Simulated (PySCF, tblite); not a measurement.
# C4H10NOSi2 radical: geometry, infrared bands and EPR parameters

Wanted: the infrared bands and EPR parameters of C4H10NOSi2 radical (`C=COC(=C)N([SiH2])[SiH3]`), by calculation.

The runs use tblite 0.8.0 and PySCF 2.14.0, with density-fitted response routines of our own; the level of theory stands in each step. All values are computed, except where a source is named. Atoms are numbered from 0 throughout.

### Step 1. The molecule as given

18 atoms, charge 0, multiplicity 2; geometry from: force field or distance geometry start.

Bonds of the start (Å): C0–C1 1.33, C1–O2 1.37, O2–C3 1.39, C3–C4 1.33, C3–N5 1.42, N5–Si6 1.77, N5–Si7 1.80, C0–H8 1.08, C0–H9 1.06, C1–H10 1.08, C4–H11 1.10, C4–H12 1.09, Si6–H13 1.45, Si6–H14 1.47, Si7–H15 1.50, Si7–H16 1.45, Si7–H17 1.47.

### Step 2. Optimising the geometry with GFN2-xTB

The job: settings as JSON, then the geometry in Å.

```
{"job": {"kind": "relax", "xc": "GFN2-xTB", "basis": "xTB"}, "charge": 0, "multiplicity": 2}
C      3.157700     0.902000    -0.614500
C      2.219900    -0.037400    -0.594100
O      0.942600     0.124300    -1.051900
C     -0.144700    -0.601700    -0.583300
C     -0.086200    -1.931900    -0.637800
N     -1.259000     0.095500    -0.034700
Si    -1.794900    -0.051600     1.651000
Si    -2.183400     1.222900    -1.086400
H      2.975100     1.889100    -1.008300
H      4.118000     0.670200    -0.218200
H      2.480300    -0.998000    -0.176200
H     -0.907200    -2.574100    -0.281100
H      0.804400    -2.378000    -1.068600
H     -2.486300    -1.295100     1.947900
H     -0.655100     0.238900     2.531500
H     -3.417200     1.685900    -0.373500
H     -2.458200     0.655700    -2.393500
H     -1.314500     2.389700    -1.284800
```

Launch:

```
$ OMP_NUM_THREADS=1 python probes_run.py task.json out
```

One launch serves the whole session: the jobs run in the order shown.

Log:

```text
step      E/eV     max force
  0    -654.01164    1.146
  1    -654.09421    0.794
  2    -654.16100    0.658
  3    -654.20070    0.600
  4    -654.25194    0.518
  5    -654.28825    0.508
  6    -654.31764    0.376
  7    -654.33938    0.349
  8    -654.35798    0.279
  9    -654.36855    0.230
 10    -654.37634    0.231
 11    -654.38349    0.222
 12    -654.39187    0.286
 13    -654.40071    0.276
 14    -654.40842    0.204
 15    -654.41428    0.166
 16    -654.41975    0.196
 17    -654.42515    0.179
 18    -654.42931    0.165
 19    -654.43256    0.170
 20    -654.43588    0.142
 21    -654.43964    0.159
 22    -654.44341    0.137
 23    -654.44670    0.155
 24    -654.44970    0.146
 25    -654.45286    0.118
 26    -654.45577    0.115
 27    -654.45758    0.082
 28    -654.45848    0.062
 29    -654.45907    0.055
 30    -654.45961    0.059
 31    -654.46010    0.064
 32    -654.46053    0.053
 33    -654.46095    0.045
 34    -654.46142    0.052
 35    -654.46196    0.061
 36    -654.46258    0.081
 37    -654.46327    0.077
 38    -654.46400    0.054
 39    -654.46469    0.060
 40    -654.46535    0.064
 41    -654.46614    0.087
 42    -654.46734    0.109
 43    -654.46903    0.112
 44    -654.47082    0.099
 45    -654.47228    0.086
 46    -654.47349    0.091
 47    -654.47479    0.089
 48    -654.47667    0.101
 49    -654.47911    0.116
 50    -654.48152    0.096
 51    -654.48346    0.083
 52    -654.48464    0.098
 53    -654.48578    0.143
 54    -654.48723    0.111
 55    -654.49179    0.213
 56    -654.49431    0.140
 57    -654.49674    0.122
 58    -654.49964    0.115
 59    -654.50196    0.126
 60    -654.50464    0.139
 61    -654.50662    0.163
 62    -654.50986    0.184
 63    -654.51256    0.133
 64    -654.51800    0.136
 65    -654.52212    0.172
 66    -654.52988    0.205
 67    -654.53559    0.158
 68    -654.54024    0.283
 69    -654.54638    0.279
 70    -654.55258    0.251
 71    -654.56441    0.200
 72    -654.56934    0.334
 73    -654.57423    0.213
 74    -654.58003    0.191
 75    -654.58296    0.106
 76    -654.58493    0.124
 77    -654.58748    0.144
 78    -654.59064    0.143
 79    -654.59546    0.165
 80    -654.59960    0.165
 81    -654.60233    0.138
 82    -654.60473    0.117
 83    -654.60705    0.138
 84    -654.60935    0.116
 85    -654.61167    0.111
 86    -654.61432    0.117
 87    -654.61680    0.098
 88    -654.61893    0.113
 89    -654.62078    0.115
 90    -654.62294    0.096
 91    -654.62533    0.108
 92    -654.62734    0.090
 93    -654.62849    0.086
 94    -654.62943    0.083
 95    -654.63073    0.083
 96    -654.63305    0.128
 97    -654.63616    0.153
 98    -654.64057    0.160
 99    -654.64546    0.161
100    -654.64975    0.135
101    -654.65300    0.137
102    -654.65620    0.144
103    -654.65980    0.206
104    -654.66510    0.239
105    -654.67170    0.237
106    -654.67671    0.168
107    -654.67975    0.151
108    -654.68288    0.143
109    -654.68630    0.138
110    -654.68968    0.139
111    -654.69251    0.156
112    -654.69551    0.135
113    -654.69844    0.108
114    -654.70144    0.099
115    -654.70389    0.117
116    -654.70671    0.113
117    -654.70927    0.127
118    -654.71151    0.128
119    -654.71328    0.089
120    -654.71476    0.098
121    -654.71642    0.135
122    -654.71869    0.107
123    -654.72101    0.107
124    -654.72255    0.076
125    -654.72346    0.083
126    -654.72416    0.067
127    -654.72493    0.062
128    -654.72564    0.074
129    -654.72616    0.055
130    -654.72650    0.045
131    -654.72674    0.034
132    -654.72694    0.027
133    -654.72708    0.025
134    -654.72720    0.022
135    -654.72731    0.024
136    -654.72743    0.027
137    -654.72757    0.030
138    -654.72778    0.029
139    -654.72801    0.031
140    -654.72825    0.039
141    -654.72850    0.040
142    -654.72882    0.038
143    -654.72927    0.050
144    -654.72980    0.057
145    -654.73028    0.047
146    -654.73066    0.052
147    -654.73100    0.055
148    -654.73134    0.046
149    -654.73167    0.042
150    -654.73193    0.034
151    -654.73213    0.033
152    -654.73230    0.027
153    -654.73251    0.028
154    -654.73275    0.031
155    -654.73299    0.029
156    -654.73319    0.034
157    -654.73332    0.029
158    -654.73342    0.020
159    -654.73348    0.016
160    -654.73351    0.012
161    -654.73353    0.011
162    -654.73355    0.014
163    -654.73358    0.014
164    -654.73361    0.018
165    -654.73365    0.015
166    -654.73367    0.008
```

Run time: 1.5 s. Hardware: 1 thread of Arm Neoverse V1, shared host.

Step by step: (not every step is listed)

| step | energy from step 0 (eV) | largest force (eV/Å) |
| --- | --- | --- |
| 0 | 0.0000 | 1.1457 |
| 1 | -0.0826 | 0.7945 |
| 2 | -0.1494 | 0.6580 |
| 3 | -0.1891 | 0.6003 |
| 4 | -0.2403 | 0.5181 |
| 5 | -0.2766 | 0.5083 |
| 6 | -0.3060 | 0.3763 |
| 7 | -0.3277 | 0.3495 |
| 8 | -0.3463 | 0.2794 |
| 23 | -0.4351 | 0.1548 |
| 38 | -0.4524 | 0.0537 |
| 53 | -0.4741 | 0.1434 |
| 68 | -0.5286 | 0.2833 |
| 83 | -0.5954 | 0.1384 |
| 98 | -0.6289 | 0.1599 |
| 113 | -0.6868 | 0.1078 |
| 128 | -0.7140 | 0.0743 |
| 143 | -0.7176 | 0.0503 |
| 158 | -0.7218 | 0.0196 |
| 161 | -0.7219 | 0.0112 |
| 162 | -0.7219 | 0.0137 |
| 163 | -0.7219 | 0.0137 |
| 164 | -0.7220 | 0.0181 |
| 165 | -0.7220 | 0.0152 |
| 166 | -0.7220 | 0.0075 |

Distances of close pairs at the start and the end, largest changes first:

| bond | before (Å) | after (Å) | change (Å) |
| --- | --- | --- | --- |
| C3–N5 | 1.424 | 1.369 | -0.055 |
| N5–Si7 | 1.798 | 1.756 | -0.042 |
| N5–Si6 | 1.775 | 1.741 | -0.034 |
| Si7–H15 | 1.498 | 1.464 | -0.034 |
| C4–H11 | 1.102 | 1.072 | -0.030 |
| O2–C3 | 1.389 | 1.376 | -0.013 |
| C4–H12 | 1.085 | 1.074 | -0.012 |
| C1–O2 | 1.366 | 1.357 | -0.009 |

The next job starts from the end point, and lists it.

### Step 3. Harmonic vibrations with GFN2-xTB

The job: settings as JSON, then the geometry in Å.

```
{"job": {"kind": "ir", "xc": "GFN2-xTB", "basis": "xTB"}, "charge": 0, "multiplicity": 2}
C      2.776252     0.739260    -1.713727
C      2.004547     0.167089    -0.804644
O      0.652244     0.162224    -0.921164
C     -0.120477    -0.590998    -0.067520
C      0.266291    -1.754548     0.450950
N     -1.321779     0.041438     0.108934
Si    -2.615958    -0.722543     0.987023
Si    -1.400610     1.599793    -0.695620
H      2.356876     1.197667    -2.590944
H      3.841832     0.767856    -1.591476
H      2.402490    -0.298514     0.090140
H     -0.370249    -2.305298     1.114112
H      1.216531    -2.191687     0.208821
H     -2.988866    -1.984045     0.354840
H     -2.276593    -0.822789     2.404142
H     -2.739660     2.056968    -0.318208
H     -1.303075     1.442845    -2.142786
H     -0.388553     2.501597    -0.149289
```

Log:

```text
mode    cm-1     km/mol
  1      33.6      0.13
  2      69.5      0.20
  3      90.6      3.60
  4     138.5      2.04
  5     152.7      6.41
  6     168.6      0.67
  7     197.8      6.27
  8     260.3      2.37
  9     263.7      4.06
 10     362.2      5.40
 11     415.6     21.12
 12     478.6      5.12
 13     552.2     28.95
 14     559.7     18.88
 15     579.9     38.12
 16     598.9     41.99
 17     613.4    105.00
 18     649.4     36.99
 19     665.7     28.67
 20     676.4     10.81
 21     728.5    240.97
 22     753.7     29.43
 23     769.5    221.33
 24     805.2    162.27
 25     827.7    295.84
 26     828.8     76.73
 27     878.7      7.84
 28     977.6    138.94
 29    1001.4     46.24
 30    1028.3    193.53
 31    1052.9     47.03
 32    1183.4    111.10
 33    1267.9    560.53
 34    1285.3      5.99
 35    1375.1     22.28
 36    1405.7     22.90
 37    1689.8    184.04
 38    1712.3    253.06
 39    2248.8    409.32
 40    2263.5     85.16
 41    2268.9    333.67
 42    2276.8    496.52
 43    2293.8    267.73
 44    3028.9     28.43
 45    3131.6      3.97
 46    3140.8      6.41
 47    3171.0     24.11
 48    3174.9     46.94
```

Run time: 0.78 s. Hardware: 1 thread of Arm Neoverse V1, shared host.

The strongest bands and the atoms that carry them (share of the mass-weighted mode):

| cm⁻¹ | km/mol | atoms |
| --- | --- | --- |
| 728 | 241.0 | H13 43 %, H14 42 % |
| 828 | 295.8 | H15 33 %, H17 28 %, H16 24 % |
| 1268 | 560.5 | C3 53 %, N5 25 % |
| 1712 | 253.1 | C3 49 %, C4 28 % |
| 2249 | 409.3 | H15 84 %, H17 11 % |
| 2269 | 333.7 | H17 51 %, H14 29 % |
| 2277 | 496.5 | H13 87 % |
| 2294 | 267.7 | H16 89 % |

### Step 4. g tensor and hyperfine couplings: B3LYP/pcH-1

Same as in step 3 but for these lines:

```diff
@@ -1,2 +1,2 @@
-{"job": {"kind": "ir", "xc": "GFN2-xTB", "basis": "xTB"}, "charge": 0, "multiplicity": 2}
+{"job": {"kind": "epr", "basis": "pcH-1"}, "charge": 0, "multiplicity": 2}
 C      2.776252     0.739260    -1.713727
```

Method: UKS B3LYP, pcH-1 on C H N O Si, non-relativistic, mean-field spin-orbit, GIAO.

Log:

```text
UKS, coarse grid
  cycle   1  E = -867.26529417  |g| = 5.21e-01
  cycle   2  E = -867.18957346  |g| = 6.70e-01
  cycle   3  E = -867.36910762  |g| = 6.78e-02
  cycle   4  E = -867.37058296  |g| = 3.13e-02
  cycle   5  E = -867.37102944  |g| = 1.14e-02
  cycle   6  E = -867.37108366  |g| = 4.26e-03
  cycle   7  E = -867.37109114  |g| = 9.33e-04
UKS, final grid
  cycle   1  E = -867.37106496  |g| = 1.63e-03
  cycle   2  E = -867.37106178  |g| = 3.15e-03
  cycle   3  E = -867.37106613  |g| = 2.37e-04
  cycle   4  E = -867.37106615  |g| = 3.59e-05
  cycle   5  E = -867.37106616  |g| = 2.41e-05
E = -867.37106616 Eh   <S^2> = 0.7512 (exact 0.7500)
g shifts (ppm)      1          2          3
  rmc          -138       -138       -138
  gc             78         17         57
  oz_so        -992       -104       1998
  total       -1052       -225       1918
hyperfine (MHz)  atom isotope    a_iso     a_fc   dipolar eigenvalues
    0   13C       0.29       0.29     -0.14     -0.07      0.21
    1   13C       1.49       1.49     -0.24     -0.18      0.42
    2   17O      -3.86      -3.86     -0.78      0.34      0.44
    3   13C      31.63      31.64     -1.82     -1.73      3.54
    4   13C       6.67       6.67     -1.84     -0.28      2.12
    5   14N      12.35      12.34     -1.13     -0.73      1.86
    6  29Si    -534.00    -535.15   -179.96     89.67     90.29
    7  29Si     -22.56     -22.59     -3.05      1.31      1.75
    8    1H       0.01       0.01     -0.30     -0.26      0.56
    9    1H       0.16       0.16     -0.21     -0.19      0.41
   10    1H      -0.06      -0.06     -0.55     -0.45      1.00
   11    1H       2.89       2.89     -3.73     -1.17      4.90
   12    1H       1.16       1.16     -1.26     -0.70      1.96
   13    1H      51.95      51.94     -9.77      1.03      8.74
   14    1H      59.74      59.73     -9.84      1.18      8.65
   15    1H       8.51       8.51     -3.95     -2.29      6.23
   16    1H       5.24       5.24     -1.13     -1.02      2.14
   17    1H       3.91       3.91     -1.05     -0.97      2.02
```

Run time: 2.8 min. Hardware: 1 thread of Arm Neoverse V1, shared host; peak memory 1.1 GiB.

Principal g values 2.00127, 2.00209, 2.00424; g(iso) = 2.00253, against 2.00232 for a free electron.

Mean a(iso) over the nuclei that a row names, and the largest dipolar term of the row (other rows stand at the frozen geometry):

| nuclei | isotope | a(iso) (MHz) | a(iso) (G, at g = 2.0023) | largest dipolar term (MHz) |
| --- | --- | --- | --- | --- |
| Si6 | 29Si | -534.0 | -190.5 | -180.0 |
| H13, H14 | 1H | 55.8 | 19.9 | -9.8 |
| C3 | 13C | 31.6 | 11.3 | 3.5 |
| Si7 | 29Si | -22.6 | -8.1 | -3.1 |
| N5 | 14N | 12.4 | 4.4 | 1.9 |
| C4 | 13C | 6.7 | 2.4 | 2.1 |
| H15, H16, H17 | 1H | 5.9 | 2.1 | 6.2 |
| O2 | 17O | -3.9 | -1.4 | -0.8 |
| H11 | 1H | 2.9 | 1.0 | 4.9 |
| C1 | 13C | 1.5 | 0.5 | 0.4 |
| H12 | 1H | 1.2 | 0.4 | 2.0 |
| C0 | 13C | 0.3 | 0.1 | 0.2 |
| H9 | 1H | 0.2 | 0.1 | 0.4 |
| H10 | 1H | -0.1 | 0.0 | 1.0 |

Mulliken spin populations:

C0 0.00; C1 0.00; O2 0.00; C3 0.01; C4 0.00; N5 -0.01; Si6 0.98; Si7 0.00; H8 0.00; H9 0.00; H10 0.00; H11 -0.01; H12 0.00; H13 0.01; H14 0.01; H15 0.00; H16 0.00; H17 0.00

In first order the couplings over 0.8 MHz of 1H, 14N give 144 distinct lines over 56.4 G, if the averaged nuclei exchange fast; the same motion can average rows kept apart here too.

The fields below are evaluated on a grid from the run's orbitals.

ELF in a plane through or near 11 of the atoms.

Ten even steps from '0' (0.00) to '9' (1.00):
```
0000000000000000000000000000
0000000000000000000000000000
0000000000000000024200000000
0000000000000000389950000000
0000000000001232799970000000
0000000000002541699930000000
0000001310001517168202430000
0000027980000101131169984000
0000027981048416874589996100
0000246334166716348125984100
0002898147384825777471431000
0002998686443432202124310000
0000354236620276410243100000
0000000002106835995011000000
0000000000019986999000000000
0000000000039973899000000000
0000000000007820132000000000
0000000000000000000000000000
0000000000000000000000000000
0000000000000000000000000000
```
The map spans 13.4 Å across and 10.8 Å up, centred on the molecule. Atoms in the plane (x, y in Å): C0 (-3.2, 0.1), C1 (-2.0, -0.5), O2 (-0.9, 0.1), C3 (0.3, -0.5), C4 (0.5, -1.9), N5 (1.3, 0.4), Si6 (3.0, -0.1), Si7 (0.7, 2.0), H9 (-4.1, -0.4), H11 (1.4, -2.3), H15 (1.9, 2.8).

log10 of the density (e/Å³) in the same plane.

Ten even steps from '0' (-4.0) to '9' (1.3):
```
0000000000000000000000000000
0000000000000001111100000000
0000000000001222333221000000
0000000000112344444431000000
0000000000124555666542100000
0000001111234566676543210111
0000123333235679766543321111
0001245554445567765554432111
0002356765566667776666543211
0013457876679867987786653210
0013567887789878777896643200
0013566677776788656666543100
0012345556655678655555432100
0000223344446789775444321000
0000011223346777775432210000
0000000012245666654321100000
0000000000124444433210000000
0000000000012222211000000000
0000000000000000000000000000
0000000000000000000000000000
```
The map spans 13.4 Å across and 10.8 Å up, centred on the molecule. Atoms in the plane (x, y in Å): C0 (-3.2, 0.1), C1 (-2.0, -0.5), O2 (-0.9, 0.1), C3 (0.3, -0.5), C4 (0.5, -1.9), N5 (1.3, 0.4), Si6 (3.0, -0.1), Si7 (0.7, 2.0), H9 (-4.1, -0.4), H11 (1.4, -2.3), H15 (1.9, 2.8).

On the surface of density 0.002 e/bohr³ the electrostatic potential runs, from the 1st to the 99th percentile, from -0.71 V near C4 to 1.09 V near H14.

The spin density lies nearest to Si6 64 %; H14 18 %; H13 8 %.

### Step 5. Summary of results

| quantity | value |
| --- | --- |
| strongest single infrared mode (GFN2-xTB) | 1268 cm⁻¹, 561 km/mol |
| zero-point energy (GFN2-xTB) | 77.3 kcal/mol |
| g(iso) (B3LYP) | 2.00253 |
| ⟨S²⟩ | 0.751 (exact 0.75) |
| largest a(iso) (averaged by class) | 29Si on Si6, -534.0 MHz |
| potential on the surface of density 0.002 e/bohr³, 1st and 99th percentile | -0.71 V and 1.09 V |

What this shows: The optimisation took 166 steps and gained 0.722 eV; among the close pairs (by a distance rule), C3–N5 changed most, from 1.424 to 1.369 Å. All 48 modes are real, so the xTB geometry is a minimum. The strongest single mode, at 1268 cm⁻¹, moves mainly C3. Unscaled tight-binding wavenumbers are off by several per cent, some by more. Its intensities can rank the bands wrongly. Most of the unpaired spin sits on Si6 (0.98 e). The isotropic g lies 0.2 ppt above the free-electron value. These values are for one conformer; the search (at its own cheap level) found 2 more, at 0.01, 0.39 kcal/mol (those within 0.05 may be mirror or relabelled copies), and measured spectra average over such forms.
